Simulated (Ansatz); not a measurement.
# CH6N2SeSi: a ladder of functionals and wavefunction methods

The task here is to estimate one member of a computed series from the others.

Method: functionals in def2-TZVPP, the program's frozen cores in correlated methods; program: Ansatz 0.2.0, Gaussian basis.

Plan: PBE-D4, r2SCAN-D4, PBE0-D4, B3LYP-D4, ωB97X-V, ωB97M-V, B2PLYP; CCSD(T)/def2-TZVPP; MP2/def2-QZVPP; extrapolation to the limit.

## Structure used throughout

The geometry comes from an earlier relaxation with PBE0-D4 in a triple-zeta def2 set; it is a stationary point, not always the lowest conformer.

SMILES `N=C(N)[Se][SiH3]`, 11 atoms, charge 0, spin multiplicity 1.

Atoms are counted from 1 here; the program's logs count them from 0.

Bond lengths: N1–C2 1.262 Å, N1–H6 1.012 Å, C2–N3 1.359 Å, C2–Se4 1.966 Å, N3–H7 1.004 Å, N3–H8 1.008 Å, Se4–Si5 2.276 Å, Si5–H9 1.486 Å, Si5–H10 1.483 Å, Si5–H11 1.483 Å. Angles: C2–N1–H6 113.5°, N1–C2–N3 122.4°, N1–C2–Se4 126.9°, N3–C2–Se4 110.6°, C2–N3–H7 118.6°, C2–N3–H8 115.5°, H7–N3–H8 117.3°, C2–Se4–Si5 94.9°, Se4–Si5–H9 111.0°, Se4–Si5–H10 104.9°, Se4–Si5–H11 111.2°, H9–Si5–H10 109.6°, H9–Si5–H11 109.4°, H10–Si5–H11 110.7°.

The first run:

in.yaml

```yaml
crystal:
  periodic: [false, false, false]
  atoms:
    - {symbol: N, position_ang: [-0.315758, 1.075744, 1.267003]}
    - {symbol: C, position_ang: [-0.804294, 0.020800, 0.776474]}
    - {symbol: N, position_ang: [-1.421143, -0.920235, 1.539260]}
    - {symbol: Se, position_ang: [-0.889712, -0.467814, -1.125435]}
    - {symbol: Si, position_ang: [1.240307, 0.184296, -1.589884]}
    - {symbol: H, position_ang: [-0.001035, 1.737701, 0.568528]}
    - {symbol: H, position_ang: [-1.447248, -1.866925, 1.206266]}
    - {symbol: H, position_ang: [-1.356254, -0.781688, 2.535943]}
    - {symbol: H, position_ang: [1.417511, 1.638996, -1.345427]}
    - {symbol: H, position_ang: [1.421352, -0.102336, -3.033822]}
    - {symbol: H, position_ang: [2.221574, -0.575440, -0.778206]}
basis:
  gaussian: {orbitals: def2-TZVPP}
hamiltonian: {xc: pbe, dispersion: d4}
output: {forces: true, orbitals: {seedname: orbitals}}
```

Started as:

```console
> ansatz run in.yaml --threads 4 --pin off --events-out ev --progress --plain --max-ram 10444MiB
```

Among the steps run: PBE-D4 (GGA); r2SCAN-D4 (meta-GGA); PBE0-D4 (hybrid); B3LYP-D4 (hybrid); ωB97X-V (range-separated); ωB97M-V (range-separated); B2PLYP (double hybrid); CCSD(T) in def2-TZVPP; MP2 in def2-QZVPP.

One table of the session follows, with a row left open; its other results are not shown here.

```
            method  atomisation energy (kJ/mol)
            PBE-D4                       3846.1
         r2SCAN-D4                       3736.7
           PBE0-D4                       3743.5
          B3LYP-D4                       3754.6
           ωB97X-V                       3759.4
           ωB97M-V                            ?
            B2PLYP                       3690.0
     HF/def2-TZVPP                       2475.0
    MP2/def2-TZVPP                       3657.8
   CCSD/def2-TZVPP                       3527.6
CCSD(T)/def2-TZVPP                       3604.1
           MP2/CBS                       3787.4
       CCSD(T)/CBS                       3733.7
```

**Question.** Estimate the row for ωB97M-V.

**Answer.** atomisation energy (kJ/mol): 3742.6. In the column «atomisation energy (kJ/mol)» it lies between r2SCAN-D4 (3736.7) and PBE0-D4 (3743.5).
